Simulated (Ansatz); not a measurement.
# C3H3B (SMILES B1=CC=C1): one structure at several levels

One table from this session's results is given with a row withheld; the runs are named, their logs left out.

Computed with Ansatz 0.2.0, Gaussian basis. Level: single points in def2-TZVPP.

Correlated methods freeze the cores.

### The starting structure

7 atoms, charge 0, spin multiplicity 1.

Atoms are counted from 1 here; the program's logs count them from 0.

Bond lengths: B1–C2 1.302 Å, B1–C3 1.752 Å, B1–C4 1.616 Å, C2–C3 1.627 Å, C2–H5 1.080 Å, C3–C4 1.442 Å, C3–H6 1.087 Å, C4–H7 0.863 Å. Angles: C2–B1–C3 62.3°, C2–B1–C4 112.8°, C3–B1–C4 50.5°, B1–C2–C3 72.5°, B1–C2–H5 163.1°, C3–C2–H5 124.4°, B1–C3–C2 45.2°, B1–C3–C4 59.9°, B1–C3–H6 164.4°, C2–C3–C4 104.9°, C2–C3–H6 120.6°, C4–C3–H6 133.1°, B1–C4–C3 69.6°, B1–C4–H7 154.3°, C3–C4–H7 130.4°.

As a file:

```
atom     x (Å)     y (Å)     z (Å)
  B1   0.48040   0.74370  -0.83410
  C2  -0.81600   0.63160  -0.77690
  C3  -0.18760  -0.39840   0.31450
  C4   1.23630  -0.17410   0.26050
  H5  -1.87330   0.75290  -0.96230
  H6  -0.83150  -0.92290   1.01650
  H7   1.85160  -0.34440   0.84080
```

Set-up of the first run:

run/in.yaml

```yaml
crystal:
  periodic: [false, false, false]
  atoms:
    - {symbol: B, position_ang: [0.480400, 0.743700, -0.834100]}
    - {symbol: C, position_ang: [-0.816000, 0.631600, -0.776900]}
    - {symbol: C, position_ang: [-0.187600, -0.398400, 0.314500]}
    - {symbol: C, position_ang: [1.236300, -0.174100, 0.260500]}
    - {symbol: H, position_ang: [-1.873300, 0.752900, -0.962300]}
    - {symbol: H, position_ang: [-0.831500, -0.922900, 1.016500]}
    - {symbol: H, position_ang: [1.851600, -0.344400, 0.840800]}
basis:
  gaussian: {orbitals: def2-TZVPP}
correlation: {method: ccsd_t}
output: {forces: true}
```

The command line of these runs was not kept.

Steps of the session up to this table: CCSD(T)/def2-TZVPP; PBE0-D4/def2-TZVPP; wB97M-V/def2-TZVPP; r2SCAN-D4/def2-TZVPP; PBE-D4/def2-TZVPP; r2SCAN0-D4/def2-TZVPP; revPBE-D4/def2-TZVPP.

One of the session's tables, all rows but one given; the rest of the session is left out.

```
    method  RMS force component (eV/Å)  angle to CCSD(T) forces (°)  dipole (D)
   CCSD(T)                       5.519                    reference        1.23
   PBE0-D4                       5.666                          3.9        1.20
   wB97M-V                       5.613                          3.6        1.18
 r2SCAN-D4                       5.579                          3.5        1.25
    PBE-D4                       5.556                          2.9        1.24
r2SCAN0-D4                           ?                            ?           ?
 revPBE-D4                       5.543                          2.6        1.23
```

Estimate the missing values for r2SCAN0-D4.

The run gave: RMS force component (eV/Å): 5.669; angle to CCSD(T) forces (°): 4.6; dipole (D): 1.20. In the column «RMS force component (eV/Å)» it is the highest.
